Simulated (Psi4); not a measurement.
**BH3Br− (SMILES [H][B-]([H])([H])Br) at UMP2/def2-TZVP (density fitting, density fitting for correlation)**

What is the electrostatic solvation energy at fixed shape (ddPCM, carbon tetrachloride) of BH3Br− at UMP2/def2-TZVP (density fitting, density fitting for correlation)? 

The calculation is run with Psi4 1.11.

3 further runs of the same task are left out: 1 for a known fault of the program, 2 that didn't finish.

**1. Starting point**

BH3Br− has 5 atoms, charge -1, and is taken as a singlet. SMILES: `[H][B-]([H])([H])Br`. Geometry: relaxed at GFN2-xTB.

Bond lengths: B1–Br2 2.028 Å, B1–H3 1.211 Å, B1–H4 1.212 Å, B1–H5 1.211 Å. Angles: Br2–B1–H3 107.5°, Br2–B1–H4 107.6°, Br2–B1–H5 107.8°, H3–B1–H4 111.2°, H3–B1–H5 111.1°, H4–B1–H5 111.3°.

**2. A single-point energy at UMP2/def2-TZVP (density fitting, density fitting for correlation)**

calc.in

```
memory 1.6 GB

molecule geom {
  -1 1
  B
  Br 1 R2
  H 1 R3 2 A3
  H 1 R4 3 A4 2 D4
  H 1 R5 3 A5 4 D5

  R2 = 2.028121
  R3 = 1.211396
  A3 = 107.5249
  R4 = 1.211551
  A4 = 111.23009
  D4 = 117.61159
  R5 = 1.21122
  A5 = 111.12945
  D5 = 124.59485
  units angstrom
  symmetry c1
}

set reference uhf
set scf_type disk_df
set mp2_type df

E, wfn = energy('mp2/def2-TZVP', return_wfn=True)
```

The run is started by

```bash
$ psi4 calc.in calc.out -n 1
```

calc.out:

```text
[...]
  Running in c1 symmetry.
[...]
  Nuclear repulsion =   73.902011610629913
[...]
  Multiplicity = 1
[...]
  Nalpha       = 22
  Nbeta        = 22
[...]
    Number of basis functions: 97
[...]
   @DF-UHF iter   1: -2598.64624342876277   -2.05185e+00   1.26745e-02 ADIIS/DIIS
[...]
   @DF-UHF iter  10: -2598.90285293872239   -2.36469e-11   8.03723e-09 DIIS
[...]
   @S^2 Observed:               -4.263256415E-14
[...]
    Orbital Energies [Eh]
    ---------------------
    Alpha Occupied:
       1A   -489.775216     2A    -64.918515     3A    -58.273145
       4A    -58.272753     5A    -58.272752     6A     -9.592377
       7A     -7.359485     8A     -7.202292     9A     -7.199491
      10A     -7.199490    11A     -2.943628    12A     -2.942228
      13A     -2.942226    14A     -2.938794    15A     -2.938794
      16A     -0.776017    17A     -0.476586    18A     -0.270950
      19A     -0.270753    20A     -0.234258    21A     -0.171908
      22A     -0.171760
    Alpha Virtual:
      23A      0.303557    24A      0.339730    25A      0.354508
[...]
  @DF-UHF Final Energy: -2598.90285293872239
   => Energetics <=
    Nuclear Repulsion Energy =             73.9020116106299128
    One-Electron Energy =               -3775.3228992801541608
    Two-Electron Energy =                1102.5180347308019009
    Total Energy =                      -2598.9028529387223898
  UHF NO Occupations:
  HONO-2 :   20  A 2.0000000
  HONO-1 :   21  A 2.0000000
[...]
 Multipole Moments:
 ------------------------------------------------------------------------------------
     Multipole            Electronic (a.u.)      Nuclear  (a.u.)        Total (a.u.)
 ------------------------------------------------------------------------------------
 L = 1.  Multiply by 2.5417464519 to convert [e a0] to [Debye]
 Dipole X            :          0.0016819           -0.0012713            0.0004106
 Dipole Y            :         -0.0051775            0.0042561           -0.0009214
 Dipole Z            :          8.4685828           -6.8929941            1.5755887
 Magnitude           :                                                    1.5755890
[...]
```

Wall time 2 s (1 thread of Intel Xeon 6975P-C (Granite Rapids), shared host); peak memory 0.25 GiB.

**3. A single-point energy at UMP2/def2-TZVP (density fitting, density fitting for correlation, ddPCM carbon tetrachloride)**

bbrh3.json

```json
{
 "schema_name": "qcschema_input",
 "schema_version": 1,
 "molecule": {
  "schema_name": "qcschema_molecule",
  "schema_version": 2,
  "symbols": ["B", "Br", "H", "H", "H"],
  "geometry": [-0.00462983, 0.00323143, -0.34973161, 0.02864825, -0.03751106, 3.48250069, 2.17224018, 0.01986102, -1.05784979, -1.10690708, 1.89690708, -1.01364909, -1.08935152, -1.88250737, -1.06128909],
  "molecular_charge": -1,
  "molecular_multiplicity": 1,
  "fix_symmetry": "c1"
 },
 "driver": "energy",
 "model": {
  "method": "mp2",
  "basis": "def2-TZVP"
 },
 "keywords": {
  "reference": "uhf",
  "scf_type": "disk_df",
  "mp2_type": "df",
  "ddx": true,
  "ddx_model": "pcm",
  "ddx_solvent": "carbontetrachloride",
  "ddx_radii_set": "uff"
 }
}
```

The run is started by

```bash
$ psi4 --qcschema bbrh3.json -n 1 --memory 1600MB
```

stdout:

```text
[...]
  Running in c1 symmetry.
[...]
  Nuclear repulsion =   73.902007387357287
[...]
  Multiplicity = 1
[...]
  Nalpha       = 22
  Nbeta        = 22
[...]
    Number of basis functions: 97
[...]
   @DF-UHF iter   1: -2598.69827910402000   -2.10389e+00   1.26707e-02 ADIIS/DIIS
[...]
   @DF-UHF iter  10: -2598.95327542585392    9.09495e-12   4.20885e-09 DIIS
[...]
   @S^2 Observed:                4.263256415E-14
[...]
    Orbital Energies [Eh]
    ---------------------
    Alpha Occupied:
       1A   -489.876426     2A    -65.019736     3A    -58.374365
       4A    -58.373975     5A    -58.373975     6A     -9.693608
       7A     -7.459717     8A     -7.303499     9A     -7.300732
      10A     -7.300730    11A     -3.044836    12A     -3.043440
      13A     -3.043437    14A     -3.040053    15A     -3.040051
      16A     -0.877495    17A     -0.577411    18A     -0.372120
      19A     -0.371869    20A     -0.334982    21A     -0.273253
      22A     -0.273130
    Alpha Virtual:
      23A      0.224220    24A      0.241922    25A      0.252881
[...]
  @DF-UHF Final Energy: -2598.95327542585392
   => Energetics <=
    Nuclear Repulsion Energy =             73.9020073873572869
    One-Electron Energy =               -3775.3808664149037213
    Two-Electron Energy =                1102.5760469906776962
    DD Solvation Energy =                 -0.0504633889848768
    Total Energy =                      -2598.9532754258539171
  UHF NO Occupations:
  HONO-2 :   20  A 2.0000000
[...]
 Multipole Moments:
 ------------------------------------------------------------------------------------
     Multipole            Electronic (a.u.)      Nuclear  (a.u.)        Total (a.u.)
 ------------------------------------------------------------------------------------
 L = 1.  Multiply by 2.5417464519 to convert [e a0] to [Debye]
 Dipole X            :          0.0699787           -0.0556003            0.0143784
 Dipole Y            :         -0.0924812            0.0745653           -0.0179159
 Dipole Z            :          8.4646752           -6.8923683            1.5723069
 Magnitude           :                                                    1.5724747
[...]
```

The result, in JSON:

```text
{
 "driver": "energy",
 "model": {
  "method": "mp2",
  "basis": "def2-TZVP"
 },
 "success": true,
 "return_result": -2599.459125841851,
 "properties": {
  "calcinfo_nbasis": 97,
  "calcinfo_nmo": 97,
  "calcinfo_nalpha": 22,
  "calcinfo_nbeta": 22,
  "calcinfo_natom": 5,
  "nuclear_repulsion_energy": 73.90200738735729,
  "return_energy": -2599.459125841851,
  "scf_one_electron_energy": -3775.3808664149037,
  "scf_two_electron_energy": 1102.5760469906777,
  "scf_dipole_moment": [0.014378376104307922, -0.017915901720394534, 1.5723068788486048],
  "scf_total_energy": -2598.953275425854,
  "scf_iterations": 10,
  "mp2_same_spin_correlation_energy": -0.13597743337646614,
  "mp2_opposite_spin_correlation_energy": -0.36987298262050805,
  "mp2_singles_energy": -5.4503994776245294e-27,
  "mp2_doubles_energy": -0.5058504159969742,
  "mp2_correlation_energy": -0.5058504159969742,
  "mp2_total_energy": -2599.459125841851
 }
}
```

It took 5.1 s on 1 thread of Intel Xeon 6975P-C (Granite Rapids), shared host; peak memory 0.26 GiB.

**4. Summary of results**

At UMP2/def2-TZVP (density fitting, density fitting for correlation):

| quantity | value |
| --- | --- |
| gas phase: total energy | -2599.40876 Eh |
| gas phase: HOMO energy (Hartree–Fock orbitals) | -4.67 eV |
| gas phase: LUMO energy (Hartree–Fock orbitals) | 8.26 eV |
| gas phase: HOMO–LUMO gap (to an unbound level, set by the basis) | 12.93 eV |
| gas phase: correlation energy | -505.9 mEh |
| ddPCM, carbon tetrachloride: total energy | -2599.45913 Eh |
| ddPCM, carbon tetrachloride: HOMO energy (Hartree–Fock orbitals) | -7.43 eV |
| ddPCM, carbon tetrachloride: LUMO energy (Hartree–Fock orbitals) | 6.10 eV |
| ddPCM, carbon tetrachloride: HOMO–LUMO gap (to an unbound level, set by the basis) | 13.53 eV |
| ddPCM, carbon tetrachloride: correlation energy | -505.9 mEh |
| ddPCM, carbon tetrachloride: solvent term in the energy | -132.5 kJ/mol |
| energy change from gas to solvent at fixed shape | -1.370 eV |

**Reading.** The solvent model (ddPCM, carbon tetrachloride) lowers the energy by 1.37 eV (−132 kJ/mol) at the same shape. It holds the electrostatic part alone, without cavity or dispersion terms.
